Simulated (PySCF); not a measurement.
**CoF₃: structure of the quintet**

The task is one start of a wider search on CoF₃: the quintet, from a T-shaped start. It is relaxed, tested by its Hessian and followed downhill if it is a saddle.

The runs use PySCF 2.14.0; PBE0, basis Co def2-TZVP, F def2-TZVP, no relativity, density fitting.

## 1. Where the work starts

4 atoms, charge 0, spin multiplicity 5.

Bond lengths: Co1–F2 1.750 Å, Co1–F3 1.750 Å, Co1–F4 1.750 Å. Angles: F2–Co1–F3 88.0°, F2–Co1–F4 88.0°, F3–Co1–F4 176.0°.

```xyz
4
charge 0 multiplicity 5
Co    0.0000    0.0000    0.0000
F     0.0000    0.0000    1.7500
F     1.7489    0.0000    0.0611
F    -1.7489    0.0000    0.0611
```

## 2. Finding the electronic state

The steps below are one call of a driver around PySCF. For each, scf.py gives the equivalent set-up of the SCF; relaxations use the driver's own optimiser. After this first run the driver tries any further starts and a stability analysis.

Input file scf.py:

```python
from pyscf import gto, scf, dft
mol = gto.M(atom='''
Co     0.000000     0.000000     0.000000
F      0.000000     0.000000     1.750000
F      1.748900     0.000000     0.061100
F     -1.748900     0.000000     0.061100''',
    basis={'Co': 'def2-TZVP', 'F': 'def2-TZVP'},
    charge=0, spin=4)
mf = dft.UKS(mol, xc='PBE0')
mf.grids.atom_grid = (50, 194)
aux = {'Co': 'def2-universal-JKFIT', 'F': 'def2-universal-JKFIT'}
mf = mf.density_fit(auxbasis=aux)
mf.conv_tol = 1e-08
mf.diis_space = 10
mf.max_cycle = 60
mf.init_guess = 'minao'
mf.verbose = 4
mf.kernel()
```

Run with:

```bash
$ OMP_NUM_THREADS=4 python axn.py task.json out
```

Further steps of the session: T-shaped start, quintet: relaxation; Hessian and properties.

Before running it: what results should come out? Wanted: minimum; geometry; wavenumbers; dipole moment; highest occupied, lowest empty level; polar-tensor charge of Co1; zero-point energy; atomisation energy; ⟨S²⟩.

As calculated:

```
                                          quantity                                      value
                                           minimum                               quintet, D3h
                                          geometry      Co–F 1.719 Å (×3); F–Co–F 120.0° (×3)
                                wavenumbers (cm⁻¹)  152 (e'), 156 (a2''), 664 (a1'), 740 (e')
                                     dipole moment                                     0.00 D
highest occupied, lowest empty level (either spin)                           -11.19, -5.45 eV
                        polar-tensor charge of Co1                                    +1.83 e
                                 zero-point energy                                15.6 kJ/mol
                               entropy at 298.15 K                            309.9 J/(mol K)
         atomisation energy (no zero-point energy)                                1209 kJ/mol
                                              ⟨S²⟩                                      6.012
```

What this shows: From C2v at the start the molecule goes to a D3h minimum. The strongest infrared band lies at 740 cm⁻¹ (e', stretch). The dipole vanishes although Co1 carries +1.8 e by the polar tensor: the bond dipoles cancel. Most of the spin sits on Co1 (Mulliken spin 3.12, against 4 for the whole molecule). Other starts or spin states, not run here, may lie lower. Open d and f shells are described by one determinant, and the ground state may have another occupation or spin.
